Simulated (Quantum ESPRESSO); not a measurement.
Input of a Quantum ESPRESSO 7.5 run:

Contents of pw.in:

```
&CONTROL
  calculation = 'scf'
  prefix = 'pwscf'
  outdir = './tmp'
  pseudo_dir = './pseudo'
  tprnfor = .true.
  tstress = .true.
  disk_io = 'low'
/
&SYSTEM
  ibrav = 0
  celldm(1) = 8
  nat = 3
  ntyp = 2
  ecutwfc = 45
  ecutrho = 360
  nbnd = 30
  occupations = 'smearing'
  smearing = 'fd'
  degauss = 0.00367493
/
&ELECTRONS
  conv_thr = 6d-10
  electron_maxstep = 120
  mixing_beta = 0.5
/
ATOMIC_SPECIES
Pd   106.4200 pd_pbesol_v1.4.uspp.F.UPF
Nb    92.9064 nb_pbesol_v1.uspp.F.UPF
CELL_PARAMETERS alat
  0.0000000000000   0.5067741204405   1.5443605775378
  0.4294734737578   0.0000000000000   1.5443605775378
  0.4294734737578   0.5067741204405   0.0000000000000
ATOMIC_POSITIONS crystal
Pd     0.0000000000    0.0000000000    0.0000000000
Nb     0.6623265800    0.6623265800    0.3376734200
Nb     0.3376734200    0.3376734200    0.6623265800
K_POINTS automatic
10 10 10 0 0 0
```

The input pp_density.in:

```
&INPUTPP
  prefix = 'pwscf'
  outdir = './tmp'
  filplot = 'density.dat'
  plot_num = 0
/
&PLOT
  nfile = 1
  filepp(1) = 'density.dat'
  iflag = 3
  output_format = 6
  fileout = 'density.cube'
/
```

Contents of pp_potential.in:

```
&INPUTPP
  prefix = 'pwscf'
  outdir = './tmp'
  filplot = 'potential.dat'
  plot_num = 11
/
&PLOT
  nfile = 1
  filepp(1) = 'potential.dat'
  iflag = 3
  output_format = 6
  fileout = 'potential.cube'
/
```

Potentials or basis: GBRV 1.5 PBEsol.

Launch:

```sh
$ OMP_NUM_THREADS=1 mpirun -n 2 pw.x -nk 2 -in pw.in > pw.out
$ OMP_NUM_THREADS=1 mpirun -n 1 pp.x -in pp_density.in > pp_density.out
$ OMP_NUM_THREADS=1 mpirun -n 1 pp.x -in pp_potential.in > pp_potential.out
```

**Question.** Estimate the band gap on the k mesh.

**Answer.** None (metal or under the smearing width).

**Question.** What does it give for the pressure?

**Answer.** -7.1 GPa.

Forces on the atoms (eV/Å):
```
Pd   0.000  0.000  0.000
Nb   0.000  0.000 -0.003
Nb   0.000  0.000  0.003
```
